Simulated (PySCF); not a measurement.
**[Tl(OH)2]−: other functionals and bases at one geometry**

How far do other levels of theory move the description of [Tl(OH)2]−, and what does each cost? The structure is generated, not taken from experiment.

Method: several levels, as the steps say, no spin–orbit coupling; program: PySCF 2.14.0.

3 further runs of the same task are left out: 2 for a known fault of the program, 1 that didn't finish. Runs told in other sessions of the task aren't counted.

## (1) Where the work starts

5 atoms, charge -1, spin multiplicity 1.

Bond lengths: Tl1–O2 2.275 Å, Tl1–O4 2.275 Å, O2–H3 0.979 Å, O4–H5 0.979 Å. Angles: O2–Tl1–O4 91.0°, Tl1–O2–H3 100.9°, Tl1–O4–H5 100.9°.

Geometry (Å):

```xyz
5

Tl    1.4306   -0.4338    0.0318
O    -0.0950    0.1473    1.6164
H    -0.8751    0.3443    1.0587
O    -0.0950   -0.0897   -1.6206
H    -0.8751    0.1864   -1.0975
```

Formal oxidation states: Tl +1. An earlier session relaxed this geometry at PBE, Tl def2-SVP with ECP60, O def2-SVP, H def2-SVP (singlet, point group C2v).

At PBE on the finer grid: E = -323.970115 Eh, HOMO 0.40 eV, LUMO 3.61 eV, Mulliken charge on Tl1 -0.12 e, largest force component 0.009 eV/Å. The highest filled level lies above zero; it isn't the detachment energy.

Levels to run: B3LYP; CAM-B3LYP; TPSS; BP86; PBE, TZVP; PBE, x2c-SVP. Hardware: 2 threads of Arm Neoverse V1, shared host.

## (2) B3LYP

run.py (the lines that set the calculation) reads:

```python
mol = gto.M(atom='''
Tl     1.43062    -0.43377     0.03176
O     -0.09499     0.14730     1.61638
H     -0.87513     0.34428     1.05868
O     -0.09499    -0.08970    -1.62059
H     -0.87513     0.18641    -1.09753''',
    basis={'Tl': 'def2-SVP', 'O': 'def2-SVP', 'H': 'def2-SVP'},
    ecp={'Tl': 'def2-SVP'},
    charge=-1, spin=0)
mf = dft.RKS(mol, xc='B3LYP')
mf.grids.atom_grid = (75, 302)
mf = mf.density_fit()  # fitting sets: Tl def2-universal-JKFIT, O def2-universal-JKFIT, H def2-universal-JKFIT
mf.conv_tol = 1e-08; mf.max_cycle = 55
mf.kernel(dm0)  # dm0: the density of the relaxed state
```

On the command line:

```console
$ OMP_NUM_THREADS=2 python run.py
```

## (3) CAM-B3LYP

Edit run.py (the lines that set the calculation) of step 2 so:

```diff
@@ -9,3 +9,3 @@
     charge=-1, spin=0)
-mf = dft.RKS(mol, xc='B3LYP')
+mf = dft.RKS(mol, xc='CAMB3LYP')
 mf.grids.atom_grid = (75, 302)
```

## (4) TPSS

Edit run.py (the lines that set the calculation) of step 3 so:

```diff
@@ -9,3 +9,3 @@
     charge=-1, spin=0)
-mf = dft.RKS(mol, xc='CAMB3LYP')
+mf = dft.RKS(mol, xc='TPSS')
 mf.grids.atom_grid = (75, 302)
```

## (5) BP86

Edit run.py (the lines that set the calculation) of step 4 so:

```diff
@@ -9,3 +9,3 @@
     charge=-1, spin=0)
-mf = dft.RKS(mol, xc='TPSS')
+mf = dft.RKS(mol, xc='B88,P86')
 mf.grids.atom_grid = (75, 302)
```

## (6) PBE, TZVP

Basis: Tl def2-TZVP with ECP60, O def2-TZVP, H def2-TZVP. 

run.py (the lines that set the calculation) reads:

```python
mol = gto.M(atom='''
Tl     1.43062    -0.43377     0.03176
O     -0.09499     0.14730     1.61638
H     -0.87513     0.34428     1.05868
O     -0.09499    -0.08970    -1.62059
H     -0.87513     0.18641    -1.09753''',
    basis={'Tl': 'def2-TZVP', 'O': 'def2-TZVP', 'H': 'def2-TZVP'},
    ecp={'Tl': 'def2-TZVP'},
    charge=-1, spin=0)
mf = dft.RKS(mol, xc='PBE')
mf.grids.atom_grid = (75, 302)
mf = mf.density_fit()  # fitting sets: Tl def2-universal-JKFIT, O def2-universal-JKFIT, H def2-universal-JKFIT
mf.conv_tol = 1e-08; mf.max_cycle = 55
mf.kernel(dm0)  # dm0: free metal ions and neutral atoms
```

## (7) PBE, x2c-SVP

Basis: Tl x2c-SVPall, O x2c-SVPall, H x2c-SVPall. All electrons are treated, with the spin-free X2C Hamiltonian.

run.py (the lines that set the calculation) reads:

```python
mol = gto.M(atom='''
Tl     1.43062    -0.43377     0.03176
O     -0.09499     0.14730     1.61638
H     -0.87513     0.34428     1.05868
O     -0.09499    -0.08970    -1.62059
H     -0.87513     0.18641    -1.09753''',
    basis={'Tl': 'x2c-SVPall', 'O': 'x2c-SVPall', 'H': 'x2c-SVPall'},
    nucmod='G',
    charge=-1, spin=0)
mf = dft.RKS(mol, xc='PBE')
mf.grids.atom_grid = (99, 590)
mf = mf.density_fit()  # fitting sets: Tl AutoAux, O AutoAux, H AutoAux
mf = mf.sfx2c1e()
mf.conv_tol = 1e-08; mf.max_cycle = 55
mf.kernel(dm0)  # dm0: free metal ions and neutral atoms
```

Q: Predict the outcome of this session. Wanted: for each run, HOMO; gap; charge on Tl1; dipole; largest force component.

As calculated:

| level | state | HOMO (eV) | gap (eV) | charge on Tl1 (e) | dipole (D) | largest force component (eV/Å) | basis functions | time |
| --- | --- | --- | --- | --- | --- | --- | --- | --- |
| PBE (relaxed here) | singlet | 0.40 | 3.21 | -0.12 | 1.91 | 0.01 | 64 | 3.5 s |
| B3LYP | singlet | -0.55 | 4.46 | -0.02 | 2.32 | 0.41 | 64 | 1.7 s |
| CAM-B3LYP | singlet | -1.96 | 6.84 | 0.01 | 2.45 | 0.73 | 64 | 2.1 s |
| TPSS | singlet | 0.36 | 3.36 | -0.08 | 2.04 | 0.08 | 64 | 2.6 s |
| BP86 | singlet | 0.25 | 3.24 | -0.12 | 1.88 | 0.05 | 64 | 1.8 s |
| PBE, TZVP | singlet | -0.05 | 3.17 | 0.09 | 3.07 | 0.21 | 124 | 6.5 s |
| PBE, x2c-SVP | singlet | 0.38 | 3.31 | -0.08 | 1.89 | 0.21 | 100 | 16 s |

Times are on 2 threads of Arm Neoverse V1, shared host; the first row also made further properties. The dipole of a charged species depends on the origin, so these sizes hold for this origin alone.

In one basis the HOMO–LUMO gap runs from 3.21 eV (PBE) to 6.84 eV (CAM-B3LYP). The largest leftover force, 0.73 eV/Å with CAM-B3LYP, stands at a geometry relaxed at another level. The Mulliken charge on Tl spans -0.12 to +0.09 e over the levels. Total energies of different levels can't be compared. Spin–orbit coupling is left out throughout.
